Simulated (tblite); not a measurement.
# BH8NO3Si3: the cost of one run

Programs: tblite 0.8.0 and PySCF 2.14.0. All values are calculated, for the isolated system unless a continuum is named. Atoms count from 0, parts from 1.

### 1 The system as given

16 atoms, charge 0, multiplicity 1; geometry: distance geometry start.

### 2 Geometry optimisation with GFN2-xTB

What the job is given:

```
{"job": {"kind": "relax", "xc": "GFN2-xTB", "basis": "xTB"}, "charge": 0, "multiplicity": 1}
Si    -0.107109     0.075210    -1.117191
N      0.426240    -1.446484    -0.258576
Si     1.985143    -2.218515    -0.840016
Si     0.182045    -1.459956     1.562867
O     -0.422920     1.700889    -1.770006
B      0.270953     2.923210    -1.335328
O      1.418545     3.382222    -2.192687
O      0.438085     3.114153     0.143649
H      3.092742    -1.504484    -0.270438
H      2.030468    -3.552756    -0.472815
H      2.036669    -2.098133    -2.265680
H     -1.142827    -1.105508     1.850918
H      1.070727    -0.538405     2.169591
H      0.436761    -2.768612     2.050509
H      2.348748     3.291190    -1.948408
H      1.123992     2.683398     0.679365
```

Level: GFN2-xTB geometry optimisation, gas phase.

Run with:

```bash
$ OMP_NUM_THREADS=1 python cluster_run.py task.json out
```

The driver reads the jobs from task.json and runs them one after another.

Q: Estimate the wall time of this first job on 1 thread of Arm Neoverse V1, shared host.

About 11 s.
